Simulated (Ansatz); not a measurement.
# CH₆BFSn: one species, many methods

Aim: compute CH₆BFSn with functionals from several rungs and with coupled cluster. The yardstick is the atomisation energy at the CCSD(T) limit.

Computed with Ansatz 0.2.0, Gaussian basis. Level: functionals in def2-TZVPP, the program's frozen cores in correlated methods.

Plan: PBE-D4, r2SCAN-D4, PBE0-D4, B3LYP-D4, ωB97X-V, ωB97M-V, B2PLYP; CCSD(T)/def2-TZVPP; MP2/def2-QZVPP; extrapolation to the limit.

## 1. The geometry

The geometry comes from an earlier relaxation with PBE0-D4 in a triple-zeta def2 set; it is a stationary point, not always the lowest conformer. Sn takes the def2 core potential; no spin-orbit term is included.

SMILES `B[CH2][SnH2][F]`, 10 atoms, charge 0, spin multiplicity 1.

Atoms are counted from 1 here; the program's logs count them from 0.

Bond lengths: B1–C2 1.518 Å, B1–H5 1.198 Å, B1–H6 1.199 Å, C2–Sn3 2.177 Å, C2–H7 1.090 Å, C2–H8 1.092 Å, Sn3–F4 1.925 Å, Sn3–H9 1.701 Å, Sn3–H10 1.703 Å. Angles: C2–B1–H5 120.4°, C2–B1–H6 120.4°, H5–B1–H6 118.9°, B1–C2–Sn3 97.9°, B1–C2–H7 119.0°, B1–C2–H8 118.6°, Sn3–C2–H7 104.1°, Sn3–C2–H8 100.4°, H7–C2–H8 112.1°, C2–Sn3–F4 102.5°, C2–Sn3–H9 117.9°, C2–Sn3–H10 110.6°, F4–Sn3–H9 104.7°, F4–Sn3–H10 105.2°, H9–Sn3–H10 114.2°.

## 2. PBE-D4 (GGA)

Contents of in.yaml:

```yaml
crystal:
  periodic: [false, false, false]
  atoms:
    - {symbol: B, position_ang: [-1.556328, 0.128834, -0.054975]}
    - {symbol: C, position_ang: [-0.441060, -0.832500, -0.424955]}
    - {symbol: Sn, position_ang: [1.222639, 0.308076, 0.393839]}
    - {symbol: F, position_ang: [2.075890, 0.997217, -1.188296]}
    - {symbol: H, position_ang: [-1.820284, 1.054592, -0.768395]}
    - {symbol: H, position_ang: [-2.112727, 0.035335, 1.003386]}
    - {symbol: H, position_ang: [-0.381686, -1.794099, 0.085792]}
    - {symbol: H, position_ang: [-0.135864, -0.902421, -1.470864]}
    - {symbol: H, position_ang: [0.862240, 1.685097, 1.325745]}
    - {symbol: H, position_ang: [2.370280, -0.731331, 1.101721]}
basis:
  gaussian: {orbitals: def2-TZVPP}
hamiltonian: {xc: pbe, dispersion: d4}
output: {forces: true, orbitals: {seedname: orbitals}}
```

Launch:

```bash
ansatz run in.yaml --threads 4 --pin off --events-out ev --progress --plain --max-ram 10444MiB
```

The runs that follow: r2SCAN-D4 (meta-GGA); PBE0-D4 (hybrid); B3LYP-D4 (hybrid); ωB97X-V (range-separated); ωB97M-V (range-separated); B2PLYP (double hybrid); CCSD(T) in def2-TZVPP; MP2 in def2-QZVPP.

Before running them: what should the planned runs give, taken together? Wanted: atomisation energy, CCSD(T)/CBS; farthest; mean size of error, hybrid; mean size of error, range-separated; gap, smallest and largest; T1 diagnostic; triples share of the correlation energy.

The runs gave:

| quantity | value |
| --- | --- |
| atomisation energy, CCSD(T)/CBS | 3276.9 kJ/mol |
| functionals within 32.8 kJ/mol (1.0 %) | PBE-D4, r2SCAN-D4, PBE0-D4, B3LYP-D4, ωB97X-V, ωB97M-V |
| farthest | B2PLYP (-50.5 kJ/mol) |
| mean size of error, hybrid | 22.7 kJ/mol |
| mean size of error, range-separated | 6.0 kJ/mol |
| gap, smallest and largest | 5.16 eV (PBE-D4), 11.68 eV (ωB97X-V) |
| T1 diagnostic | 0.0131 |
| triples share of the correlation energy | 3.1 % |

PBE-D4 is off by +12.8 kJ/mol. Double hybrids carry the basis error of their MP2 part in triple zeta, and no dispersion term here, so their miss is partly the set-up's. Misses under about 32.8 kJ/mol are within the doubt on the reference itself, which lacks core-valence correlation, spin-orbit coupling and higher excitations, and its outer-core shells are covered unevenly. All levels share the lack of spin-orbit coupling, which lowers the free heavy atoms and so the true binding. Hartree-Fock recovers 75 % of the binding; the rest is correlation. The gap grows from 5.2 to 11.7 eV across the functionals, mostly with the share of exact exchange. Correlated methods include outer-core shells of Sn, which these sets cover unevenly.
